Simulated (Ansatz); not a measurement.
# PbS2: a single-point run

The task is a single-point run on PbS2. The structure is shown as the input types it. The cell is built on a prototype (fluorite) and needn't be the phase found in nature.

Computed with Ansatz 0.2.0 (density functional or hybrid calculation with the settings of its input, plane waves (as first typed), unless a step's input says otherwise).

4 further runs of the same task are left out: 4 that didn't finish.

### Step 1. The structure to begin with

The structure is cubic, space group Fm-3m (No. 225). The conventional cell has a = 6.730 Å, b = 6.730 Å, c = 6.730 Å, α = 90.00°, β = 90.00°, γ = 90.00°. Pb (site symmetry m-3m) has 8 S at 2.91 Å as nearest neighbours. Around S (site symmetry -43m) lie 4 Pb at 2.91 Å.

Coordinates:

```xyz
3
Lattice="0.0000 3.3652 3.3652 3.3652 0.0000 3.3652 3.3652 3.3652 0.0000" Properties=species:S:1:pos:R:3 pbc="T T T"
Pb    0.0000    0.0000    0.0000
S     1.6826    1.6826    1.6826
S     5.0478    5.0478    5.0478
```

### Step 2. The run

Contents of input.yaml:

```yaml
crystal:
  lattice:
    - [0.0, 3.3652050266, 3.3652050266]
    - [3.3652050266, 0.0, 3.3652050266]
    - [3.3652050266, 3.3652050266, 0.0]
  atoms:
    - { symbol: Pb, position: [0.0, 0.0, 0.0] }
    - { symbol: S, position: [0.25, 0.25, 0.25] }
    - { symbol: S, position: [0.75, 0.75, 0.75] }
kpoints:
  mp_grid: { grid: [1, 1, 1] }
hamiltonian:
  xc: r2scan
scf:
  occupations: { method: fermi_dirac, width: 0.02 }
  n_extra_bands: 4
output:
  forces: true
  stress: true
  eigenvalues: true
```

On the command line:

```bash
$ ansatz run input.yaml --threads 4 --pin off --max-ram 3686MiB --backend cpu --events-out ev --progress --plain --runs-dir out
```

Q: Will this input give a usable result? If not, why, and what should change?

The run converged and reported no error. It gives a pressure of 27 GPa, which is large; a structure far from rest gives such values too, whatever the setting.

The suspect setting: kpoints.mp_grid.grid is [1, 1, 1]. One k-point can't sample the Brillouin zone of so small a cell.

Run again and compare: set kpoints.mp_grid.grid to [4, 4, 4].
